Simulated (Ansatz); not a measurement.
**AlO (SMILES [O]=[Al]) at UPBE0/6-31G**

What is the electronic atomisation energy of AlO at UPBE0/6-31G? 

Program for the calculation: Ansatz 0.2.0.

48 further runs of the same task are left out: 2 that didn't finish, 46 set aside as unsound or not needed.

## (1) The structure to begin with

AlO has 2 atoms, charge 0, and is taken as a doublet. SMILES: `[O]=[Al]`. The coordinates come from a PBE0-D4/def2-TZVP relaxation.

Bond lengths: O1–Al2 1.620 Å.

## (2) The energy at UPBE0/6-31G

Input file run.yaml:

```yaml
crystal:
  periodic: [false, false, false]
  atoms:
    - symbol: O
      position_ang: [0.000000, -0.000000, -0.024920]
    - symbol: Al
      position_ang: [-0.000000, 0.000000, 1.594970]
basis:
  gaussian:
    orbitals: 6-31G
magnetization:
  spin_polarized: true
  initial_magnetization: 1
hamiltonian:
  xc: {name: PBE0}
accuracy: high
```

Run with:

```sh
ansatz run run.yaml --threads 1 --pin off --max-ram 3480MiB --events-out events.jsonl --progress --plain --runs-dir runs
```

The log of the run:

```text
Warning: RAYON_NUM_THREADS=1 ignored (pool sized by the plan → 1); use --threads N
Functional definition: PBE0
  name "PBE0"
  parameter a = 0.25
  parameter kappa = 0.804
  parameter beta = 0.06672455060314922
  exchange = (1 - a)*pbe_x(kappa = kappa, mu = beta*pi^2/3) + a*exact_x
  correlation = pbe_c(beta = beta)
414 factors; integrals over basis functions are off by at most 2.8e-9 eV
mean field evaluation 1: about -8624.0671 eV, gradient 4.9e1 eV
mean field evaluation 2: about -8460.4724 eV, gradient 1.3e2 eV
mean field evaluation 4: about -8635.6502 eV, gradient 1.7e0 eV
mean field evaluation 8: about -8635.7208 eV, gradient 2.3e-1 eV
mean field evaluation 16: about -8635.7439 eV, gradient 6.7e-5 eV
mean field -8635.74389148 eV, -317.3577344945 hartree, gradient 1.6e-8 eV, S^2 0.758704; 1 other end points of the search recorded, 0 dependent functions left out
reference -8635.74389349 eV, -317.3577345684 hartree; 11, 10 occupied and 11, 12 virtual orbitals, 414 factors
Total energy: -8635.74389349 eV, -317.3577345684 hartree
```

Run time: 1.3 s. Hardware: 1 thread of Intel Xeon Platinum 8488C (Sapphire Rapids), shared host; peak memory 0.13 GiB.

## (3) The Al atom at the same level

Input file job.yaml:

```yaml
basis:
  gaussian:
    orbitals: 6-31G
crystal:
  periodic: [false, false, false]
  atoms:
    - {symbol: Al, position_ang: [0.000000, 0.000000, 0.000000]}
total_charge: 0
hamiltonian:
  xc: pbe0
magnetization:
  spin_polarized: true
  initial_magnetization: 1
accuracy: high
```

Run the same way, it converges to -242.22877 Eh (log not shown).

## (4) The O atom

Input file run.yaml:

```yaml
crystal:
  periodic: [false, false, false]
  atoms:
    - {symbol: O, position_ang: [0.000000, 0.000000, 0.000000]}
basis:
  gaussian: {orbitals: 6-31G}
hamiltonian: {xc: {name: PBE0}}
magnetization: {spin_polarized: true, initial_magnetization: 2}
accuracy: high
```

Run with:

```sh
ansatz run run.yaml --threads 1 --pin off --max-ram 3480MiB --events-out events.jsonl --progress --plain --runs-dir runs
```

The log of the run (excerpt; [...] marks lines left out):

```text
Warning: RAYON_NUM_THREADS=1 ignored (pool sized by the plan → 1); use --threads N
[... 7 set-up lines as earlier in the session ...]
46 factors; integrals over basis functions are off by at most 1.6e-9 eV
mean field evaluation 1: about -2040.3202 eV, gradient 3.7e0 eV
mean field evaluation 2: about -2040.3589 eV, gradient 2.2e0 eV
mean field evaluation 4: about -2040.3775 eV, gradient 2.2e-1 eV
mean field evaluation 8: about -2040.3778 eV, gradient 1.9e-3 eV
mean field -2040.37777167 eV, -74.9825000911 hartree, gradient 3.0e-8 eV, S^2 2.001331; 0 other end points of the search recorded, 0 dependent functions left out
reference -2040.37777212 eV, -74.9825001076 hartree; 5, 3 occupied and 4, 6 virtual orbitals, 46 factors
Total energy: -2040.37777212 eV, -74.9825001076 hartree
```

It took 0.18 s on 1 thread of Intel Xeon Platinum 8488C (Sapphire Rapids), shared host.

## (5) Results

Level: UPBE0/6-31G.

| quantity | value |
| --- | --- |
| molecule: total energy | -317.35773 Eh |
| molecule: ⟨S²⟩ | 0.759 |
| Al atom: total energy | -242.22877 Eh |
| Al atom: ⟨S²⟩ | 0.750 |
| O atom: total energy | -74.98250 Eh |
| O atom: ⟨S²⟩ | 2.001 |
| electronic atomisation energy | 3.985 eV |

What this shows: Taking the molecule apart into free atoms costs 3.99 eV (385 kJ/mol), before zero-point energy and without spin-orbit coupling. The basis has no polarisation functions, which makes bonds too weak.
